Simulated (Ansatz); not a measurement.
**NiO (Fm-3m): energies of magnetic orders**

An exercise on one series of results from a longer session: the logs are not shown, and one member is left open.

Program: Ansatz 0.2.0. Level of theory: DFT PBE, scalar-relativistic, plane waves, PAW. These are calculated values, not measurements.

### The structure to begin with

The structure is cubic, space group Fm-3m (No. 225). The conventional cell has a = 4.217 Å, b = 4.217 Å, c = 4.217 Å, α = 90.00°, β = 90.00°, γ = 90.00°. Ni (site symmetry m-3m) is surrounded by 6 O at 2.11 Å. O (site symmetry m-3m) is surrounded by 6 Ni at 2.11 Å.

Coordinates:

```xyz
2
Lattice="0.0000 2.1084 2.1084 2.1084 0.0000 2.1084 2.1084 2.1084 0.0000" Properties=species:S:1:pos:R:3 pbc="T T T"
Ni    0.0000    0.0000    0.0000
O     2.1084    2.1084    2.1084
```

This cell comes from an earlier session at PBE: 9.373 Å³/atom at 0.01 GPa, on a 14×14×14 mesh.

Set-up of the first run:

Input file input.yaml:

```yaml
crystal:
  lattice:
    - [0.0, 2.1084194095, -2.1084194095]
    - [0.0, 2.1084194095, 2.1084194095]
    - [4.216838819, 0.0, 0.0]
  atoms:
    - { symbol: Ni, position: [0.0, 0.0, 0.0], spin: 2.0 }
    - { symbol: O, position: [0.0, 1.0, 0.5] }
    - { symbol: Ni, position: [0.5, 0.5, 0.5], spin: 2.0 }
    - { symbol: O, position: [0.5, 1.5, 1.0] }
basis:
  ecutwfc: 420
  ecutrho_ratio: 4
kpoints:
  mp_grid: { grid: [10, 10, 6] }
hamiltonian:
  xc: pbe
scf:
  occupations: { method: gaussian, width: 0.05 }
  lower_state_search: "off"
output:
  forces: true
  stress: true
  eigenvalues: true
  populations: true
magnetization:
  spin_polarized: true
```

On the command line:

```bash
> ansatz run input.yaml --threads 1 --pin off --max-ram 2560MiB --backend cpu --events-out ev --progress --plain --runs-dir out
```

Among the steps run: Ferromagnetic, larger cell; Antiferromagnetic, propagation vector (1, 0, 0); Antiferromagnetic, propagation vector (1/2, 1/2, -1/2); No spin polarisation.

One of the session's tables, all rows but one given; the rest of the session is left out.

| order | above the lowest (meV/atom) | largest moment (μB) | pressure (GPa) |
| --- | --- | --- | --- |
| ferromagnetic | 130.1 | 1.46 | 0.0 |
| antiferromagnetic, propagation vector (1, 0, 0) | ? | ? | ? |
| antiferromagnetic, propagation vector (1/2, 1/2, -1/2) | 0.0 | 1.38 | -3.3 |
| no spin polarisation | 197.2 | 0.00 | -7.7 |

Q: Estimate the row for antiferromagnetic, propagation vector (1, 0, 0) from the others.

The run gave: above the lowest (meV/atom): 149.0; largest moment (μB): 1.44; pressure (GPa): 0.1. In the column «above the lowest (meV/atom)» it lies between ferromagnetic (130.1) and no spin polarisation (197.2).

The first row is the run of the earlier session that started with parallel moments (-3202.8385 eV/atom).

To keep in mind: Only these orders were tried, at zero temperature; the one found in experiment may not be among them.
